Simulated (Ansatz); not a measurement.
# CH2As (doublet): wave-function methods side by side at a displaced geometry (v1), cc-pVDZ

The task here is to estimate one member of a computed series from the others.

Computed with Ansatz 0.2.0, Gaussian basis. Level: cc-pVDZ, core rule «outside noble gas», up to 15 orbitals frozen.

Plan: UHF; CCSD(T) on ROHF; CCSD(T) on UHF; BCCD(T) on ROHF; CISD; CCSDT(Q) on ROHF; CCSDT(Q) on UHF; CASSCF and MRCISD+Q, 11 electrons in 10 orbitals; CASSCF and NEVPT2, 11 electrons in 10 orbitals.

27 further runs of the same task are left out: 17 that didn't finish, 10 set aside as unsound or not needed.

## The system

The geometry is a PBE0/def2-TZVP stationary point (not a proven minimum) with its atoms shifted at random (size 0.040 Å). No spin-orbit coupling is included. The filled d shell of As may be among the frozen orbitals whatever the setting's name suggests; the logs give the count.

4 atoms, charge 0, spin multiplicity 2.

Atoms are counted from 1 here; the program's logs count them from 0.

Bond lengths: C1–As2 1.807 Å, As2–H3 1.579 Å, As2–H4 1.516 Å. Angles: C1–As2–H3 126.3°, C1–As2–H4 127.7°, H3–As2–H4 106.0°.

As a file:

```
C     0.0008    0.0133    1.5843
As    0.0000   -0.0028   -0.2229
H     0.0479    1.2597   -1.1693
H    -0.0548   -1.2095   -1.1394
```

The first run:

The input, in.yaml:

```yaml
crystal:
  periodic: [false, false, false]
  atoms:
    - {symbol: C, position_ang: [0.000798, 0.013330, 1.584348]}
    - {symbol: As, position_ang: [-0.000035, -0.002812, -0.222928]}
    - {symbol: H, position_ang: [0.047929, 1.259663, -1.169251]}
    - {symbol: H, position_ang: [-0.054848, -1.209481, -1.139448]}
basis:
  gaussian: {orbitals: cc-pVDZ}
magnetization: {spin_polarized: true, initial_magnetization: 1}
hamiltonian: {xc: hf}
output: {orbitals: {seedname: orbitals}}
```

The run is started by

```console
$ ansatz run in.yaml --threads 1 --pin off --events-out ev --progress --plain --max-ram 2393MiB
```

Steps of the session up to this table: UHF; CCSD(T) on ROHF; CCSD(T) on UHF; BCCD(T) on ROHF; CISD; CCSDT(Q) on ROHF; CCSDT(Q) on UHF; CASSCF and MRCISD+Q, 11 electrons in 10 orbitals; CASSCF and NEVPT2, 11 electrons in 10 orbitals.

One table of the session follows, with a row left open; its other results are not shown here.

It belongs to the step «Misses and costs». 

| method | from RCCSDT(Q) (kcal/mol) |
| --- | --- |
| ROHF | +169.19 |
| UHF | +164.41 |
| RMP2 | +33.17 |
| UMP2 | +35.99 |
| CISD | +24.28 |
| RCCSD | ? |
| UCCSD | +9.41 |
| RCCSD(T) | +1.71 |
| UCCSD(T) | +2.17 |
| BCCD(T) | +1.72 |
| RCCSDT | +0.58 |
| UCCSDT | +0.59 |
| RCCSDT(Q) | 0 |
| UCCSDT(Q) | -0.12 |
| CASSCF valence | +102.59 |
| NEVPT2 valence | +21.07 |
| MRCISD valence | +6.85 |
| MRCISD+Q valence | -0.07 |

Estimate the missing values for RCCSD.

The run gave: from RCCSDT(Q) (kcal/mol): +9.49. In the column «from RCCSDT(Q) (kcal/mol)» it lies between UCCSD (+9.41) and NEVPT2 valence (+21.07).

Limits of these values: Restricted and unrestricted rows rest on different reference determinants; where their highest levels disagree by more than a few hundredths of an eV, they describe different states and don't form one ladder.
